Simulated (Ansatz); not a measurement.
# HfCl (quartet): relaxing a cheap start

Aim: relax a generated start of HfCl (quartet) and see which bonds hold.

The runs use Ansatz 0.2.0, Gaussian basis; UKS PBE0/def2-TZVP.

## (1) The starting structure

2 atoms, charge 0, spin multiplicity 4.

Atoms are counted from 1 here; the program's logs count them from 0.

Bond lengths: Hf1–Cl2 2.470 Å.

The start is set by covalent radii. Sticks and bond lists go by distance. No spin-orbit coupling is included. Elements past krypton take def2 core potentials.

## (2) The run

Input file in.yaml:

```yaml
crystal:
  periodic: [false, false, false]
  atoms:
    - {symbol: Hf, position_ang: [0.000000, 0.000000, 0.000000]}
    - {symbol: Cl, position_ang: [0.000000, 0.000000, 2.470000]}
basis:
  gaussian: {orbitals: def2-TZVP}
magnetization: {spin_polarized: true, initial_magnetization: 3}
hamiltonian: {xc: pbe0}
relax: {f_tol: 0.004, max_steps: 80}
```

On the command line:

```
ansatz run in.yaml --threads 1 --pin off --events-out ev --progress --plain --max-ram 2176MiB
```

Q: Predict the outcome of this session. Wanted: energy gained; shift from the start; total energy; dipole moment; ⟨S²⟩.

**Answer**, as computed:

| quantity | value |
| --- | --- |
| steps | 4 |
| energy gained | 0.083 eV |
| shift from the start (rms) | 0.061 Å |
| total energy | -13823.3974 eV |
| dipole moment | 3.34 D |
| ⟨S²⟩ | 3.753 |

What this shows: The bonds of the start are those of the end. Hf1–Cl2 went from 2.470 to 2.348 Å. No vibrations were run, so this is a stationary point, not a proven minimum, and this spin need not be the ground state's.
